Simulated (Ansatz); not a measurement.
**C2H6FSi radical: basis-set convergence**

One table from this session's results is given with a row withheld; the runs are named, their logs left out.

The runs use Ansatz 0.2.0, Gaussian basis; one geometry, several basis sets.

Plan: PBE0-D4/def2-SVP; ωB97M-V/def2-SVP; PBE0-D4/def2-QZVPP; ωB97M-V/def2-QZVPP; the functionals' def2-TZVPP values are taken from earlier runs.

## The relaxed structure

An earlier PBE0-D4 in a triple-zeta def2 set relaxation fixed the geometry.

SMILES `[CH2]C[SiH2]F`, 10 atoms, charge 0, spin multiplicity 2.

Atoms are counted from 1 here; the program's logs count them from 0.

Bond lengths: C1–C2 1.474 Å, C1–H5 1.082 Å, C1–H6 1.082 Å, C2–Si3 1.878 Å, C2–H7 1.094 Å, C2–H8 1.094 Å, Si3–F4 1.606 Å, Si3–H9 1.483 Å, Si3–H10 1.483 Å. Angles: C2–C1–H5 120.9°, C2–C1–H6 120.9°, H5–C1–H6 117.9°, C1–C2–Si3 106.0°, C1–C2–H7 112.6°, C1–C2–H8 112.6°, Si3–C2–H7 108.5°, Si3–C2–H8 108.5°, H7–C2–H8 108.4°, C2–Si3–F4 111.1°, C2–Si3–H9 110.0°, C2–Si3–H10 110.0°, F4–Si3–H9 107.6°, F4–Si3–H10 107.6°, H9–Si3–H10 110.6°.

The first run:

Contents of in.yaml:

```yaml
crystal:
  periodic: [false, false, false]
  atoms:
    - {symbol: C, position_ang: [-0.524237, 1.379683, 0.164858]}
    - {symbol: C, position_ang: [-0.747273, -0.071651, 0.288148]}
    - {symbol: Si, position_ang: [0.840863, -0.890396, -0.291289]}
    - {symbol: F, position_ang: [0.730669, -2.490012, -0.205179]}
    - {symbol: H, position_ang: [-0.719389, 1.894742, -0.766386]}
    - {symbol: H, position_ang: [-0.063089, 1.941116, 0.966563]}
    - {symbol: H, position_ang: [-0.941720, -0.381122, 1.319501]}
    - {symbol: H, position_ang: [-1.570213, -0.425538, -0.340173]}
    - {symbol: H, position_ang: [1.106795, -0.535505, -1.706222]}
    - {symbol: H, position_ang: [1.970796, -0.472516, 0.573179]}
basis:
  gaussian: {orbitals: def2-SVP}
magnetization: {spin_polarized: true, initial_magnetization: 1}
hamiltonian: {xc: pbe0, dispersion: d4}
output: {orbitals: {seedname: orbitals}}
```

The run is started by

```console
$ ansatz run in.yaml --threads 4 --pin off --events-out ev --progress --plain --max-ram 10444MiB
```

Among the steps run: PBE0-D4 in def2-SVP; ωB97M-V in def2-SVP; PBE0-D4 in def2-QZVPP; ωB97M-V in def2-QZVPP.

One of the session's tables, all rows but one given; the rest of the session is left out.

It belongs to the step «Functionals by basis». 

```
functional       basis  HOMO (eV)  LUMO (eV)
   PBE0-D4    def2-SVP      -5.94      -1.48
   PBE0-D4  def2-TZVPP      -5.98      -1.70
   PBE0-D4  def2-QZVPP      -6.00      -1.75
   ωB97M-V    def2-SVP      -7.95       0.46
   ωB97M-V  def2-TZVPP      -8.00       0.10
   ωB97M-V  def2-QZVPP          ?          ?
```

Q: Estimate the row for ωB97M-V, def2-QZVPP from the others.

As computed: HOMO (eV): -8.01; LUMO (eV): 0.00. In the column «HOMO (eV)» it is the lowest.
